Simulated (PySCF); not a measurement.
**Tc²⁺, Tc³⁺: ionisation energy in x2c-SVPall**

Wanted: the ionisation energy of technetium, up a ladder of methods.

Program: PySCF 2.14.0. Level of theory: unrestricted determinants in a Gaussian basis, no spin-orbit coupling in the energies. These are calculated values, not measurements, unless marked.

## (1) What is computed

```
Element                                   : technetium (Z = 43)
Basis                                     : x2c-SVPall (6s5p5d1f, 53 functions)
Hamiltonian                               : the spin-free X2C one-electron Hamiltonian (Gaussian nucleus)
State 1                                   : Tc²⁺: [Kr] 4d5, high-spin 6S determinant
State 2                                   : Tc³⁺: [Kr] 4d4, high-spin 5D determinant
Methods                                   : UHF, B3LYP, TPSS, MP2
Core shells frozen in the correlated runs : valence: [Kr] (for Tc²⁺)
```

Outer shells as boxes (Hund's rule):

Tc2+ [Kr] 4d5
```
[Kr] core
4d [↑ ][↑ ][↑ ][↑ ][↑ ]
```

Tc3+ [Kr] 4d4
```
[Kr] core
4d [↑ ][↑ ][↑ ][↑ ][  ]
```

The runs were made by one driver on top of PySCF. The scripts below sum up each run's settings (the driver also hands on starting orbitals that pick excited configurations, and frozen orbitals as a list rather than a count), and the logs come from the driver's own runs. The driver starts from symmetry-adapted Hartree-Fock orbitals, holds the occupation by maximum overlap and uses a logarithmic radial grid for functionals, so a plain start would take other cycles.

It was started by

```sh
OMP_NUM_THREADS=1 python atomrun2.py TASK.json OUT
```

The integrals over 53 functions and the set-up took 0.57 s of CPU time.

## (2) Tc²⁺

Level: UHF.

Input file input.py:

```python
from pyscf import gto, scf, dft, mp, cc
import basis_set_exchange as bse
mol = gto.M(atom="Tc 0 0 0", charge=2, spin=5, symmetry="D2h",
            basis=gto.basis.parse(bse.get_basis("x2c-SVPall", elements=["Tc"], fmt="nwchem", header=False)),
            nucmod="G")
mf = scf.UHF(mol).sfx2c1e()
mf.irrep_nelec = {'Ag': (8, 6), 'B1g': (2, 1), 'B2g': (2, 1), 'B3g': (2, 1), 'B1u': (3, 3), 'B2u': (3, 3), 'B3u': (3, 3)}
mf.kernel()
```

Level: B3LYP.

input.py, as changed from the run before:

```diff
@@ -5,3 +5,3 @@
             nucmod="G")
-mf = scf.UHF(mol).sfx2c1e()
+mf = dft.UKS(mol, xc="B3LYP").sfx2c1e()
 mf.irrep_nelec = {'Ag': (8, 6), 'B1g': (2, 1), 'B2g': (2, 1), 'B3g': (2, 1), 'B1u': (3, 3), 'B2u': (3, 3), 'B3u': (3, 3)}
```

Level: TPSS.

input.py, as changed from the run before:

```diff
@@ -5,3 +5,3 @@
             nucmod="G")
-mf = dft.UKS(mol, xc="B3LYP").sfx2c1e()
+mf = dft.UKS(mol, xc="TPSS").sfx2c1e()
 mf.irrep_nelec = {'Ag': (8, 6), 'B1g': (2, 1), 'B2g': (2, 1), 'B3g': (2, 1), 'B1u': (3, 3), 'B2u': (3, 3), 'B3u': (3, 3)}
```

Level: MP2 (valence).

input.py, as changed from the run before:

```diff
@@ -5,4 +5,5 @@
             nucmod="G")
-mf = dft.UKS(mol, xc="TPSS").sfx2c1e()
+mf = scf.UHF(mol).sfx2c1e()
 mf.irrep_nelec = {'Ag': (8, 6), 'B1g': (2, 1), 'B2g': (2, 1), 'B3g': (2, 1), 'B1u': (3, 3), 'B2u': (3, 3), 'B3u': (3, 3)}
 mf.kernel()
+mp.UMP2(mf, frozen=18).kernel()
```

## (3) Tc³⁺

Level: UHF.

Input file input.py:

```python
from pyscf import gto, scf, dft, mp, cc
import basis_set_exchange as bse
mol = gto.M(atom="Tc 0 0 0", charge=3, spin=4, symmetry="D2h",
            basis=gto.basis.parse(bse.get_basis("x2c-SVPall", elements=["Tc"], fmt="nwchem", header=False)),
            nucmod="G")
mf = scf.UHF(mol).sfx2c1e()
mf.irrep_nelec = {'Ag': (7, 6), 'B1g': (2, 1), 'B2g': (2, 1), 'B3g': (2, 1), 'B1u': (3, 3), 'B2u': (3, 3), 'B3u': (3, 3)}
mf.kernel()
```

Level: B3LYP.

input.py, as changed from the run before:

```diff
@@ -5,3 +5,3 @@
             nucmod="G")
-mf = scf.UHF(mol).sfx2c1e()
+mf = dft.UKS(mol, xc="B3LYP").sfx2c1e()
 mf.irrep_nelec = {'Ag': (7, 6), 'B1g': (2, 1), 'B2g': (2, 1), 'B3g': (2, 1), 'B1u': (3, 3), 'B2u': (3, 3), 'B3u': (3, 3)}
```

Level: TPSS.

input.py, as changed from the run before:

```diff
@@ -5,3 +5,3 @@
             nucmod="G")
-mf = dft.UKS(mol, xc="B3LYP").sfx2c1e()
+mf = dft.UKS(mol, xc="TPSS").sfx2c1e()
 mf.irrep_nelec = {'Ag': (7, 6), 'B1g': (2, 1), 'B2g': (2, 1), 'B3g': (2, 1), 'B1u': (3, 3), 'B2u': (3, 3), 'B3u': (3, 3)}
```

Level: MP2 (valence).

input.py, as changed from the run before:

```diff
@@ -5,4 +5,5 @@
             nucmod="G")
-mf = dft.UKS(mol, xc="TPSS").sfx2c1e()
+mf = scf.UHF(mol).sfx2c1e()
 mf.irrep_nelec = {'Ag': (7, 6), 'B1g': (2, 1), 'B2g': (2, 1), 'B3g': (2, 1), 'B1u': (3, 3), 'B2u': (3, 3), 'B3u': (3, 3)}
 mf.kernel()
+mp.UMP2(mf, frozen=18).kernel()
```

What does the calculation give?

**Answer**, as computed:

| quantity | value |
| --- | --- |
| ionisation energy, Tc²⁺ | UHF 28.810, MP2 (valence) 29.335 eV; reference 29.55 |

In words: The methods span 1.034 eV, from UHF (28.810) to B3LYP (29.844). The reference is uncertain or not like for like (spin-orbit coupling or other relativistic terms), so no ranking of close methods is drawn. All values hold for this basis alone; no basis-set limit was taken.
